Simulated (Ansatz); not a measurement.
# C2H8ClNSi: one species, many methods

Aim: compute C2H8ClNSi with functionals from several rungs and with coupled cluster. The yardstick is the atomisation energy at the CCSD(T) limit.

Program: Ansatz 0.2.0, Gaussian basis. Level of theory: functionals in def2-TZVPP, the program's frozen cores in correlated methods. These are calculated values, not measurements.

Plan: LDA (SPW92), PBE-D4, revPBE-D4, BLYP-D4, r2SCAN-D4, B97M-V, PBE0-D4, B3LYP-D4, r2SCANh-D4, r2SCAN0-D4, HSE06-D4, BHLYP-D4, CAM-B3LYP-D4, LC-ωPBE, ωB97X-V, ωB97M-V, B2PLYP, PBE-QIDH; CCSD(T)/def2-SVP; CCSD(T)/def2-TZVPP; MP2/def2-QZVPP; extrapolation to the limit; RPA on PBE.

## (1) The relaxed structure

An earlier PBE0-D4 in a triple-zeta def2 set relaxation fixed the geometry.

SMILES `CCN[SiH2]Cl`, 13 atoms, charge 0, spin multiplicity 1.

Atoms are counted from 1 here; the program's logs count them from 0.

Bond lengths: C1–C2 1.519 Å, C1–H6 1.094 Å, C1–H7 1.093 Å, C1–H8 1.092 Å, C2–N3 1.453 Å, C2–H9 1.095 Å, C2–H10 1.096 Å, N3–Si4 1.696 Å, N3–H11 1.009 Å, Si4–Cl5 2.077 Å, Si4–H12 1.479 Å, Si4–H13 1.479 Å. Angles: C2–C1–H6 110.8°, C2–C1–H7 110.8°, C2–C1–H8 110.9°, H6–C1–H7 107.8°, H6–C1–H8 107.9°, H7–C1–H8 108.6°, C1–C2–N3 113.9°, C1–C2–H9 109.8°, C1–C2–H10 109.9°, N3–C2–H9 107.7°, N3–C2–H10 109.3°, H9–C2–H10 106.0°, C2–N3–Si4 124.5°, C2–N3–H11 113.5°, Si4–N3–H11 118.0°, N3–Si4–Cl5 115.2°, N3–Si4–H12 108.2°, N3–Si4–H13 108.8° and more.

## (2) LDA

This LDA is Slater exchange with PW92 correlation.

in.yaml reads:

```yaml
crystal:
  periodic: [false, false, false]
  atoms:
    - {symbol: C, position_ang: [-0.399599, -0.157466, 1.707857]}
    - {symbol: C, position_ang: [0.420059, 0.626800, 0.698340]}
    - {symbol: N, position_ang: [-0.170998, 0.676160, -0.627847]}
    - {symbol: Si, position_ang: [0.227134, -0.376287, -1.896991]}
    - {symbol: Cl, position_ang: [-0.428310, -2.333361, -1.662596]}
    - {symbol: H, position_ang: [-1.393321, 0.283076, 1.827798]}
    - {symbol: H, position_ang: [0.085914, -0.156445, 2.687217]}
    - {symbol: H, position_ang: [-0.527832, -1.192459, 1.384591]}
    - {symbol: H, position_ang: [1.415220, 0.180539, 0.603076]}
    - {symbol: H, position_ang: [0.580347, 1.648536, 1.060993]}
    - {symbol: H, position_ang: [-1.076669, 1.120691, -0.647956]}
    - {symbol: H, position_ang: [-0.411698, 0.126137, -3.132588]}
    - {symbol: H, position_ang: [1.700150, -0.480522, -1.986897]}
basis:
  gaussian: {orbitals: def2-TZVPP}
hamiltonian: {xc: lda}
output: {orbitals: {seedname: orbitals}}
```

Further steps of the session: PBE-D4 (GGA); revPBE-D4 (GGA); BLYP-D4 (GGA); r2SCAN-D4 (meta-GGA); B97M-V (meta-GGA); PBE0-D4 (hybrid); B3LYP-D4 (hybrid); r2SCANh-D4 (hybrid); r2SCAN0-D4 (hybrid); HSE06-D4 (hybrid); BHLYP-D4 (hybrid); CAM-B3LYP-D4 (range-separated); LC-ωPBE-D4 (range-separated); ωB97X-V (range-separated); ωB97M-V (range-separated); B2PLYP (double hybrid); PBE-QIDH (double hybrid); CCSD(T) in def2-SVP; CCSD(T) in def2-TZVPP; MP2 in def2-QZVPP; RPA on PBE orbitals.

**Question.** What will the summary of the whole plan be? Wanted: atomisation energy, CCSD(T)/CBS; farthest beyond LDA; mean size of error, GGA; mean size of error, meta-GGA; mean size of error, hybrid; mean size of error, range-separated; mean size of error, double hybrid; gap, smallest and largest; T1 diagnostic.

The runs gave:

| quantity | value |
| --- | --- |
| atomisation energy, CCSD(T)/CBS | 1121.3 kcal/mol |
| functionals within 5.6 kcal/mol (0.5 %) | r2SCAN-D4, B97M-V, PBE0-D4, B3LYP-D4, HSE06-D4, CAM-B3LYP-D4, ωB97X-V, ωB97M-V |
| farthest beyond LDA | BHLYP-D4 (-23.9 kcal/mol) |
| mean size of error, GGA | 9.9 kcal/mol |
| mean size of error, meta-GGA | 1.7 kcal/mol |
| mean size of error, hybrid | 7.3 kcal/mol |
| mean size of error, range-separated | 5.0 kcal/mol |
| mean size of error, double hybrid | 10.5 kcal/mol |
| gap, smallest and largest | 5.61 eV (LDA (SPW92)), 12.79 eV (LC-ωPBE) |
| T1 diagnostic | 0.0096 |
| triples share of the correlation energy | 3.8 % |

The LDA atomisation energy is off by 145.2 kcal/mol (13 %): it overbinds. PBE-D4 misses by +12.8 kcal/mol. Double hybrids carry the basis error of their MP2 part in triple zeta, and no dispersion term here, so their miss is partly the set-up's. The rungs meta-GGA, range-separated miss on average by less than the doubt on the reference (5.6 kcal/mol), so they tie. The reference freezes the cores and leaves out relativity and excitations past (T), so misses under about 5.6 kcal/mol can't be ranked. Hartree-Fock recovers 74 % of the binding; the rest is correlation. CCSD(T) in def2-SVP is off by -65.5 kcal/mol, which most functionals beat. The gap grows from 5.6 to 12.8 eV across the functionals, mostly with the share of exact exchange.
